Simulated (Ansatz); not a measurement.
# NaSe: the cost of one run

Program: Ansatz 0.2.0, Gaussian basis. Level of theory: def2-QZVPP, all electrons in the functionals. These are calculated values, not measurements.

The runs, in order: PBE, BLYP, r2SCAN, B97M-V, PBE0, B3LYP, wB97M-V, at charge 0, doublet; charge 0, quartet; charge 1, singlet; charge 1, triplet.

8 further runs of the same task are left out: 8 set aside as unsound or not needed.

## 1. The geometry

The geometry is a PBE0/def2-TZVP stationary point (not a proven minimum). No spin-orbit coupling is included. The filled d shell of Se may be among the frozen orbitals whatever the setting's name suggests; the logs give the count.

2 atoms, charge 0, spin multiplicity 2.

Atoms are counted from 1 here; the program's logs count them from 0.

Bond lengths: Se1–Na2 2.604 Å.

No dispersion term is added; B97M-V, wB97M-V hold VV10 nonlocal correlation. B3LYP takes the VWN-RPA correlation.

The geometry shown and the zero of energy belong to the point charge 0, doublet. The yardstick, RCCSD(T), and other wave-function levels (R restricted, U unrestricted, valence and pair active spaces) come from earlier runs.

## 2. PBE, charge 0, doublet

Input file in.yaml:

```yaml
crystal:
  periodic: [false, false, false]
  atoms:
    - {symbol: Se, position_ang: [0.000000, 0.000000, 0.000000]}
    - {symbol: Na, position_ang: [0.000000, 0.000000, 2.604000]}
basis:
  gaussian: {orbitals: "def2-QZVPP.json"}
magnetization: {spin_polarized: true, initial_magnetization: 1}
hamiltonian: {xc: {name: PBE}}
output: {orbitals: {seedname: orbitals}}
```

Run with:

```
$ ansatz run in.yaml --threads 1 --pin off --events-out ev --progress --plain --max-ram 2393MiB
```

**Question.** How long does this run take on 1 thread of Arm Neoverse V1, shared host, and how much memory does it need?

About 18 s, with a peak of 0.31 GiB.
